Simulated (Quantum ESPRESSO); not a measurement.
Mo:

```xyz
1
Lattice="-1.4400 1.4400 1.4400 1.4400 -1.4400 1.4400 1.4400 1.4400 -1.4400" Properties=species:S:1:pos:R:3 pbc="T T T"
Mo    0.0000    0.0000    0.0000
```

The cell was built by a generator and needn't be a form met in nature.

Base run:

| Quantity | Value |
| --- | --- |
| Program | Quantum ESPRESSO 7.5 |
| Functional | PBE |
| Potentials or basis | GBRV 1.5 PBE |
| Cutoff | 612 eV |
| Density cutoff | 4898 eV |
| k mesh | 18 × 18 × 18 |
| Occupations | methfessel-paxton, width 0.1 eV |
| Spin | no spin polarisation |

Its results: band gap on the k mesh none (metal or under the smearing width); pressure 125.8 GPa.

Task: The run is repeated on the same cell with these changes: functional from PBE to PBEsol; potentials or basis from GBRV 1.5 PBE to GBRV 1.5 PBEsol. What comes out?

Result: Band gap on the k mesh none (metal or under the smearing width); pressure 113.6 GPa.

Caveats: a pressure of tens of GPa on the cell as given is suspect, and the run, the potentials or the cell itself is likely at fault.
